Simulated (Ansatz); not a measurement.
# Ga: relaxing the structure by PAW and LAPW

Where does Ga settle (cell and atoms relaxed from the given volume), by PAW and LAPW? Both runs start alike, so that frozen cores can be judged against all electrons.

Method: DFT PBEsol, scalar-relativistic, in Ansatz 0.2.0.

### 1 The structure to begin with

The structure is orthorhombic, space group Cmcm (No. 63). The conventional cell has a = 2.900 Å, b = 8.130 Å, c = 3.170 Å, α = 90.00°, β = 90.00°, γ = 90.00°. Ga (site symmetry m2m) has 8 Ga at 2.68 to 2.90 Å as nearest neighbours.

Structure file:

```
CELL_PARAMETERS angstrom
1.45000 -4.06500 0.00000
1.45000 4.06500 0.00000
0.00000 0.00000 3.17000
ATOMIC_POSITIONS crystal
Ga 0.86700 0.13300 0.25000
Ga 0.13300 0.86700 0.75000
```

The cell comes from a crystallographic database entry that wasn't checked; take it as a given geometry, which may be far from equilibrium.

Atoms are numbered in the order of the input: Ga1, Ga2.

### 2 PAW on the default files

Input file input.yaml:

```yaml
crystal:
  lattice:
    - [1.45, -4.065, 0.0]
    - [1.45, 4.065, 0.0]
    - [0.0, 0.0, 3.17]
  atoms:
    - { symbol: Ga, position: [0.867, 0.133, 0.25] }
    - { symbol: Ga, position: [0.133, 0.867, 0.75] }
kpoints:
  mp_grid: { grid: [12, 12, 10] }
scf:
  occupations: { method: fermi_dirac, width: 0.05 }
hamiltonian:
  xc: pbesol
  pseudopotentials: { kind: paw }
output:
  forces: true
  stress: true
  efg: { contact_densities: true }
  write_density: true
  write_potential: true
  elf: true
  volumetric_format: npy
relax:
  f_tol: 0.005
  max_steps: 80
  cell: {}
```

Launch:

```sh
$ ansatz run input.yaml --threads 1 --pin off --max-ram 2048MiB --backend cpu --events-out ev --progress --plain --runs-dir out
```

### 4 LAPW, all electrons

Changes to input.yaml since step 2:

```diff
@@ -14,3 +14,3 @@
   xc: pbesol
-  pseudopotentials: { kind: paw }
+  pseudopotentials: { kind: all_electron, lapw: { basis_error: 0.001 } }
 output:
@@ -18,7 +18,2 @@
   stress: true
-  efg: { contact_densities: true }
-  write_density: true
-  write_potential: true
-  elf: true
-  volumetric_format: npy
 relax:
```

(Steps that only read results are left out.)

Q: Predict the outcome of this session. Wanted: PAW: cell; PAW: volume; PAW: energy gained; PAW: accepted moves; PAW: space group; LAPW: cell; LAPW: volume; LAPW: energy gained; LAPW: accepted moves.

The runs gave:

```
            quantity                                                                       value
           PAW: cell  a = 4.346 Å, b = 4.346 Å, c = 3.202 Å, α = 90.00°, β = 90.00°, γ = 143.72°
         PAW: volume                                                              17.898 Å³/atom
  PAW: energy gained                                                               22.1 meV/atom
 PAW: accepted moves                                                                           6
    PAW: space group                                                                 Cmcm → Cmcm
          LAPW: cell  a = 4.347 Å, b = 4.347 Å, c = 3.203 Å, α = 90.00°, β = 90.00°, γ = 143.72°
        LAPW: volume                                                              17.912 Å³/atom
 LAPW: energy gained                                                               21.7 meV/atom
LAPW: accepted moves                                                                           5
   LAPW: space group                                                                 Cmcm → Cmcm
```

In words: By PAW the volume changes by -4.2 % in 6 moves, and the energy falls by 22.1 meV/atom. PAW's final volume lies -0.08 % from LAPW's, and its energy gain differs from LAPW's by +0.4 meV/atom. LAPW took about 3 times as long as PAW (4 min against 77 s, on a shared host and with the outputs that each input asks for).
